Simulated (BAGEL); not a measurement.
# doublet [AlSiH3F2]+, step by step

Aim: a series of 17 runs (ROHF/STO-3G, HF/3-21G, ROHF/3-21G, HF/6-31G, ROHF/6-31G, HF/6-31G*, ROHF/6-31G*, HF/6-31G**, and more) of AlF2H3Si. 

Program for the calculation: BAGEL 1.2.2.

3 further runs of the same task are left out: 3 set aside as unsound or not needed.

### 1 Starting point

[AlSiH3F2]+ has 7 atoms, charge +1, and is taken as a doublet. As SMILES of the parent species, `[F][Al]([F])[SiH3]`. Geometry: relaxed at PBE0-D4/def2-TZVP. That shape belongs to the parent species and isn't relaxed for this state.

Bond lengths: F1–Al2 1.643 Å, Al2–F3 1.644 Å, Al2–Si4 2.431 Å, Si4–H5 1.488 Å, Si4–H6 1.486 Å, Si4–H7 1.488 Å. Angles: F1–Al2–F3 117.0°, F1–Al2–Si4 122.2°, F3–Al2–Si4 120.8°, Al2–Si4–H5 109.6°, Al2–Si4–H6 111.0°, Al2–Si4–H7 109.7°, H5–Si4–H6 109.1°, H5–Si4–H7 108.4°, H6–Si4–H7 109.1°.

### 2 A single-point energy at ROHF/STO-3G (density fitting with qzvpp-jkfit, property ionisation energy) (run 1)

The input, input.json:

```json
{ "bagel" : [

{
  "title" : "molecule",
  "basis" : "sto-3g",
  "df_basis" : "qzvpp-jkfit",
  "angstrom" : true,
  "geometry" : [
    { "atom" : "F", "xyz" : [       1.132200,      -0.635500,       2.299300 ] },
    { "atom" : "Al", "xyz" : [       0.637500,      -0.942400,       0.762600 ] },
    { "atom" : "F", "xyz" : [       0.934400,      -2.446300,       0.169800 ] },
    { "atom" : "Si", "xyz" : [      -0.483600,       0.731300,      -0.597700 ] },
    { "atom" : "H", "xyz" : [       0.313100,       0.992200,      -1.826700 ] },
    { "atom" : "H", "xyz" : [      -0.649000,       2.003300,       0.152200 ] },
    { "atom" : "H", "xyz" : [      -1.823500,       0.229400,      -1.005000 ] }
  ]
},

{
  "title" : "rohf",
  "charge" : 1,
  "nopen" : 1
},

{
  "title" : "print",
  "file" : "orbitals.molden",
  "orbitals" : true
}

]}
```

On the command line:

```bash
BAGEL_NUM_THREADS=1 BAGEL input.json > input.out
```

The program printed:

```text
* using 1 threads per process

  ===============================================================
  ===============================================================

  *** Geometry ***

  { "atom" : "F", "xyz" : [      2.139548,     -1.200921,      4.345047 ] },
  { "atom" : "Al", "xyz" : [      1.204700,     -1.780878,      1.441105 ] },
  { "atom" : "F", "xyz" : [      1.765760,     -4.622837,      0.320875 ] },
  { "atom" : "Si", "xyz" : [     -0.913872,      1.381957,     -1.129489 ] },
  { "atom" : "H", "xyz" : [      0.591673,      1.874986,     -3.451963 ] },
  { "atom" : "H", "xyz" : [     -1.226432,      3.785688,      0.287616 ] },
  { "atom" : "H", "xyz" : [     -3.445916,      0.433503,     -1.899175 ] },

  Number of auxiliary basis functions:      464

  Since a DF basis is specified, we compute 2- and 3-index integrals:
    o Being stored without compression. Storage requirement is 0.004 GB

  Number of basis functions:       31
  Number of electrons      :       48

    * METHOD: MOLECULE                             0.13

  *** Open-shell HF ***

  === Nuclear Repulsion ===
   196.2294800119

      * DIIS with orbital gradients will be used.

  === ROHF iteration (sto-3g) ===
      0       -722.07219706          0.04064915           0.03
      1       -722.23584277          0.01771286           0.03
      2       -722.25789260          0.00595566           0.03
      3       -722.26109688          0.00092558           0.03
      4       -722.26127518          0.00023039           0.03
      5       -722.26129353          0.00012228           0.03
      6       -722.26130087          0.00006798           0.03
      7       -722.26130367          0.00001862           0.03
      8       -722.26130724          0.00000314           0.03
      9       -722.26130852          0.00000096           0.03
     10       -722.26130856          0.00000054           0.03
     11       -722.26130856          0.00000033           0.03
     12       -722.26130856          0.00000018           0.03
     13       -722.26130857          0.00000007           0.03
     14       -722.26130857          0.00000004           0.03
     15       -722.26130857          0.00000002           0.03
     16       -722.26130857          0.00000001           0.03
    * SCF iteration converged.

    * S^2 (ROHF) is 0.7500

    * Permanent dipole moment:
           (    0.646812,    -0.984307,     0.764543) a.u.

    * METHOD: ROHF                                 0.62

    * METHOD: PRINT                                0.00

  ===============================================================
```

Wall time 0.91 s (1 thread of Arm Neoverse V2, shared host); peak memory 0.082 GiB.

### 3 Singlet neutral AlSiH3F2: the energy at HF/3-21G (density fitting with tzvpp-jkfit, property ionisation energy) (run 2)

The input, input.json:

```json
{ "bagel" : [

{
  "title" : "molecule",
  "basis" : "3-21g",
  "df_basis" : "tzvpp-jkfit",
  "angstrom" : "true",
  "geometry" : [
    { "atom" : "F", "xyz" : [    1.132200,   -0.635500,    2.299300 ] },
    { "atom" : "Al", "xyz" : [    0.637500,   -0.942400,    0.762600 ] },
    { "atom" : "F", "xyz" : [    0.934400,   -2.446300,    0.169800 ] },
    { "atom" : "Si", "xyz" : [   -0.483600,    0.731300,   -0.597700 ] },
    { "atom" : "H", "xyz" : [    0.313100,    0.992200,   -1.826700 ] },
    { "atom" : "H", "xyz" : [   -0.649000,    2.003300,    0.152200 ] },
    { "atom" : "H", "xyz" : [   -1.823500,    0.229400,   -1.005000 ] }
  ]
},
{ "title" : "hf" },
{ "title" : "print", "file" : "orbitals.molden", "orbitals" : "true" }

]}
```

On the command line:

```bash
BAGEL_NUM_THREADS=1 BAGEL input.json > input.out
```

The program printed:

```text
* using 1 threads per process

  ===============================================================
  ===============================================================

  *** Geometry ***

  { "atom" : "F", "xyz" : [      2.139548,     -1.200921,      4.345047 ] },
  { "atom" : "Al", "xyz" : [      1.204700,     -1.780878,      1.441105 ] },
  { "atom" : "F", "xyz" : [      1.765760,     -4.622837,      0.320875 ] },
  { "atom" : "Si", "xyz" : [     -0.913872,      1.381957,     -1.129489 ] },
  { "atom" : "H", "xyz" : [      0.591673,      1.874986,     -3.451963 ] },
  { "atom" : "H", "xyz" : [     -1.226432,      3.785688,      0.287616 ] },
  { "atom" : "H", "xyz" : [     -3.445916,      0.433503,     -1.899175 ] },

  Number of auxiliary basis functions:      464

  Since a DF basis is specified, we compute 2- and 3-index integrals:
    o Being stored without compression. Storage requirement is 0.009 GB

  Number of basis functions:       50
  Number of electrons      :       48

    * METHOD: MOLECULE                             0.13

  *** RHF ***

  === Nuclear Repulsion ===
   196.2294800119

      * DIIS with orbital gradients will be used.

  === RHF iteration (3-21g) ===
      0       -727.46498847          0.03148825           0.03
      1       -727.61916869          0.01922480           0.03
      2       -727.68214449          0.00138400           0.03
      3       -727.68322901          0.00023323           0.03
      4       -727.68326528          0.00006897           0.03
      5       -727.68326887          0.00001494           0.03
      6       -727.68326903          0.00000321           0.03
      7       -727.68326903          0.00000112           0.03
      8       -727.68326904          0.00000035           0.03
      9       -727.68326904          0.00000006           0.03
     10       -727.68326904          0.00000001           0.03
     11       -727.68326904          0.00000001           0.03
    * SCF iteration converged.

    * Permanent dipole moment:
           (    0.324187,    -0.497725,     0.377955) a.u.

    * METHOD: HF                                   0.41

    * METHOD: PRINT                                0.00

  ===============================================================
```

It took 0.7 s on 1 thread of Arm Neoverse V2, shared host; peak memory 0.082 GiB.

Runs 3 to 15 aren't shown in full; the table further down has their settings and results.

### 4 Singlet neutral AlSiH3F2: the energy at HF/6-311++G(3df,3pd) (density fitting with qzvpp-jkfit, property ionisation energy) (run 16)

The input, calc.json:

```json
{ "bagel": [

{
  "title": "molecule",
  "basis": "6-311++g_3df_3pd_.json",
  "df_basis": "qzvpp-jkfit",
  "angstrom": "true",
  "geometry": [
    { "atom": "F", "xyz": [    1.132200,   -0.635500,    2.299300 ] },
    { "atom": "Al", "xyz": [    0.637500,   -0.942400,    0.762600 ] },
    { "atom": "F", "xyz": [    0.934400,   -2.446300,    0.169800 ] },
    { "atom": "Si", "xyz": [   -0.483600,    0.731300,   -0.597700 ] },
    { "atom": "H", "xyz": [    0.313100,    0.992200,   -1.826700 ] },
    { "atom": "H", "xyz": [   -0.649000,    2.003300,    0.152200 ] },
    { "atom": "H", "xyz": [   -1.823500,    0.229400,   -1.005000 ] }
  ]
},
{ "title": "hf" },
{ "title": "print", "file": "orbitals.molden", "orbitals": "true" }

]}
```

The basis set 6-311++G(3df,3pd) is read from a file made from the Basis Set Exchange's data (not shown).

On the command line:

```bash
BAGEL_NUM_THREADS=1 BAGEL calc.json > calc.out
```

The program printed:

```text
* using 1 threads per process

  ===============================================================
  ===============================================================

  *** Geometry ***

  { "atom" : "F", "xyz" : [      2.139548,     -1.200921,      4.345047 ] },
  { "atom" : "Al", "xyz" : [      1.204700,     -1.780878,      1.441105 ] },
  { "atom" : "F", "xyz" : [      1.765760,     -4.622837,      0.320875 ] },
  { "atom" : "Si", "xyz" : [     -0.913872,      1.381957,     -1.129489 ] },
  { "atom" : "H", "xyz" : [      0.591673,      1.874986,     -3.451963 ] },
  { "atom" : "H", "xyz" : [     -1.226432,      3.785688,      0.287616 ] },
  { "atom" : "H", "xyz" : [     -3.445916,      0.433503,     -1.899175 ] },

  Number of auxiliary basis functions:      464

  Since a DF basis is specified, we compute 2- and 3-index integrals:
    o Being stored without compression. Storage requirement is 0.190 GB

  Number of basis functions:      226
  Number of electrons      :       48

    * METHOD: MOLECULE                             0.40

  *** RHF ***

  === Nuclear Repulsion ===
   196.2294800119

      * DIIS with orbital gradients will be used.

  === RHF iteration (6-311++g_3df_3pd_.json) ===
      0       -731.27560635          0.01825961           0.19
      1       -731.49983857          0.01429678           0.20
      2       -731.72095228          0.00100565           0.20
      3       -731.72343601          0.00017165           0.20
      4       -731.72350935          0.00003731           0.20
      5       -731.72351309          0.00000835           0.20
      6       -731.72351330          0.00000201           0.20
      7       -731.72351331          0.00000085           0.20
      8       -731.72351331          0.00000030           0.20
      9       -731.72351331          0.00000006           0.20
     10       -731.72351331          0.00000002           0.20
     11       -731.72351331          0.00000000           0.20
    * SCF iteration converged.

    * Permanent dipole moment:
           (    0.333496,    -0.514246,     0.386796) a.u.

    * METHOD: HF                                   2.75

    * METHOD: PRINT                                0.08

  ===============================================================
```

It took 3.6 s on 1 thread of Arm Neoverse V2, shared host; peak memory 0.35 GiB.

### 5 A single-point energy at ROHF/6-311++G(3df,3pd) (density fitting with qzvpp-jkfit, property ionisation energy) (run 17)

The input, job.json:

```json
{ "bagel": [

{
  "title": "molecule",
  "basis": "6-311++g_3df_3pd_.json",
  "df_basis": "qzvpp-jkfit",
  "angstrom": true,
  "geometry": [
    { "atom": "F", "xyz": [    1.132200,   -0.635500,    2.299300 ] },
    { "atom": "Al", "xyz": [    0.637500,   -0.942400,    0.762600 ] },
    { "atom": "F", "xyz": [    0.934400,   -2.446300,    0.169800 ] },
    { "atom": "Si", "xyz": [   -0.483600,    0.731300,   -0.597700 ] },
    { "atom": "H", "xyz": [    0.313100,    0.992200,   -1.826700 ] },
    { "atom": "H", "xyz": [   -0.649000,    2.003300,    0.152200 ] },
    { "atom": "H", "xyz": [   -1.823500,    0.229400,   -1.005000 ] }
  ]
},
{ "title": "rohf", "charge": 1, "nopen": 1 },
{ "title": "print", "file": "orbitals.molden", "orbitals": true }

]}
```

The basis set 6-311++G(3df,3pd) is read from a file made from the Basis Set Exchange's data (not shown).

On the command line:

```bash
BAGEL_NUM_THREADS=1 BAGEL job.json > job.out
```

The program printed:

```text
* using 1 threads per process

  ===============================================================
  ===============================================================

  *** Geometry ***

  { "atom" : "F", "xyz" : [      2.139548,     -1.200921,      4.345047 ] },
  { "atom" : "Al", "xyz" : [      1.204700,     -1.780878,      1.441105 ] },
  { "atom" : "F", "xyz" : [      1.765760,     -4.622837,      0.320875 ] },
  { "atom" : "Si", "xyz" : [     -0.913872,      1.381957,     -1.129489 ] },
  { "atom" : "H", "xyz" : [      0.591673,      1.874986,     -3.451963 ] },
  { "atom" : "H", "xyz" : [     -1.226432,      3.785688,      0.287616 ] },
  { "atom" : "H", "xyz" : [     -3.445916,      0.433503,     -1.899175 ] },

  Number of auxiliary basis functions:      464

  Since a DF basis is specified, we compute 2- and 3-index integrals:
    o Being stored without compression. Storage requirement is 0.190 GB

  Number of basis functions:      226
  Number of electrons      :       48

    * METHOD: MOLECULE                             0.40

  *** Open-shell HF ***

  === Nuclear Repulsion ===
   196.2294800119

      * DIIS with orbital gradients will be used.

  === ROHF iteration (6-311++g_3df_3pd_.json) ===
      0       -730.86585628          0.03709017           0.41
      1       -731.07059173          0.03121606           0.42
      2       -731.21111679          0.02144986           0.42
      3       -731.34356649          0.00111707           0.42
      4       -731.34484519          0.00043630           0.42
      5       -731.34515974          0.00014317           0.42
      6       -731.34523680          0.00003868           0.42
      7       -731.34526416          0.00000797           0.42
      8       -731.34526910          0.00000264           0.42
      9       -731.34526976          0.00000127           0.42
     10       -731.34526974          0.00000056           0.42
     11       -731.34526974          0.00000029           0.42
     12       -731.34526974          0.00000016           0.42
     13       -731.34526974          0.00000007           0.42
     14       -731.34526974          0.00000003           0.42
     15       -731.34526974          0.00000001           0.42
    * SCF iteration converged.

    * S^2 (ROHF) is 0.7500

    * Permanent dipole moment:
           (    1.213915,    -1.832406,     1.450639) a.u.

    * METHOD: ROHF                                 7.17

    * METHOD: PRINT                                0.08

  ===============================================================
```

It took 8.1 s on 1 thread of Arm Neoverse V2, shared host; peak memory 0.34 GiB.

### 6 All runs side by side

| run | level | integral approximation | partner | energy (Eh) | ⟨S²⟩ | wall time |
| --- | --- | --- | --- | --- | --- | --- |
| 1 | ROHF/STO-3G (density fitting with qzvpp-jkfit, property ionisation energy) | qzvpp-jkfit | cation | -722.261309 | 0.750 | 0.91 s |
| 2 | HF/3-21G (density fitting with tzvpp-jkfit, property ionisation energy) | tzvpp-jkfit | base | -727.683269 | – | 0.7 s |
| 3 | ROHF/3-21G (density fitting with tzvpp-jkfit, property ionisation energy) | tzvpp-jkfit | cation | -727.288779 | 0.750 | 1.2 s |
| 4 | HF/6-31G (density fitting with qzvpp-jkfit, property ionisation energy) | qzvpp-jkfit | base | -731.477271 | – | 0.74 s |
| 5 | ROHF/6-31G (density fitting with qzvpp-jkfit, property ionisation energy) | qzvpp-jkfit | cation | -731.075059 | 0.750 | 1.3 s |
| 6 | HF/6-31G* (density fitting with qzvpp-jkfit, spherical functions, property ionisation energy) | qzvpp-jkfit | base | -731.590838 | – | 0.95 s |
| 7 | ROHF/6-31G* (density fitting with qzvpp-jkfit, spherical functions, property ionisation energy) | qzvpp-jkfit | cation | -731.210624 | 0.750 | 1.8 s |
| 8 | HF/6-31G** (density fitting with qzvpp-jkfit, spherical functions, property ionisation energy) | qzvpp-jkfit | base | -731.595450 | – | 1.1 s |
| 9 | ROHF/6-31G** (density fitting with qzvpp-jkfit, spherical functions, property ionisation energy) | qzvpp-jkfit | cation | -731.215821 | 0.750 | 2 s |
| 10 | HF/6-311G** (density fitting with qzvpp-jkfit, property ionisation energy) | qzvpp-jkfit | base | -731.686799 | – | 1.4 s |
| 11 | ROHF/6-311G** (density fitting with qzvpp-jkfit, property ionisation energy) | qzvpp-jkfit | cation | -731.303297 | 0.750 | 2.9 s |
| 12 | HF/6-311++G** (density fitting with qzvpp-jkfit, property ionisation energy) | qzvpp-jkfit | base | -731.694520 | – | 1.7 s |
| 13 | ROHF/6-311++G** (density fitting with qzvpp-jkfit, property ionisation energy) | qzvpp-jkfit | cation | -731.309534 | 0.750 | 3.6 s |
| 14 | HF/6-311++G(2d,2p) (density fitting with qzvpp-jkfit, property ionisation energy) | qzvpp-jkfit | base | -731.713116 | – | 2 s |
| 15 | ROHF/6-311++G(2d,2p) (density fitting with qzvpp-jkfit, property ionisation energy) | qzvpp-jkfit | cation | -731.331076 | 0.750 | 4.5 s |
| 16 | HF/6-311++G(3df,3pd) (density fitting with qzvpp-jkfit, property ionisation energy) | qzvpp-jkfit | base | -731.723513 | – | 3.6 s |
| 17 | ROHF/6-311++G(3df,3pd) (density fitting with qzvpp-jkfit, property ionisation energy) | qzvpp-jkfit | cation | -731.345270 | 0.750 | 8.1 s |

### 7 Summary of results

| quantity | value |
| --- | --- |
| run 17, ROHF/6-311++G(3df,3pd): total energy | -731.34527 Eh |
| run 17, ROHF/6-311++G(3df,3pd): ⟨S²⟩ | 0.750 |
| vertical ionisation energy (to the doublet cation), HF/3-21G | 10.735 eV |
| vertical ionisation energy (to the doublet cation), HF/6-31G | 10.945 eV |
| vertical ionisation energy (to the doublet cation), HF/6-31G* | 10.346 eV |
| vertical ionisation energy (to the doublet cation), HF/6-31G** | 10.330 eV |
| vertical ionisation energy (to the doublet cation), HF/6-311G** | 10.436 eV |
| vertical ionisation energy (to the doublet cation), HF/6-311++G** | 10.476 eV |
| vertical ionisation energy (to the doublet cation), HF/6-311++G(2d,2p) | 10.396 eV |
| vertical ionisation energy (to the doublet cation), HF/6-311++G(3df,3pd) | 10.293 eV |

**Reading.** At HF/3-21G: removing an electron at fixed nuclei costs 10.73 eV (1036 kJ/mol). −ε(HOMO) before ionisation, 11.37 eV, is 0.64 eV above this ionisation energy. At HF/6-31G: the vertical ionisation energy comes to 10.94 eV (1056 kJ/mol). The negative HOMO energy of the first species, 11.62 eV, lies 0.68 eV above that difference. At HF/6-31G*: the vertical ionisation energy comes to 10.35 eV (998 kJ/mol). −ε(HOMO) before ionisation, 11.28 eV, is 0.93 eV above this ionisation energy. In run 1 the basis is minimal, so the values are rough. All runs together took 39 s, the longest 8.1 s.
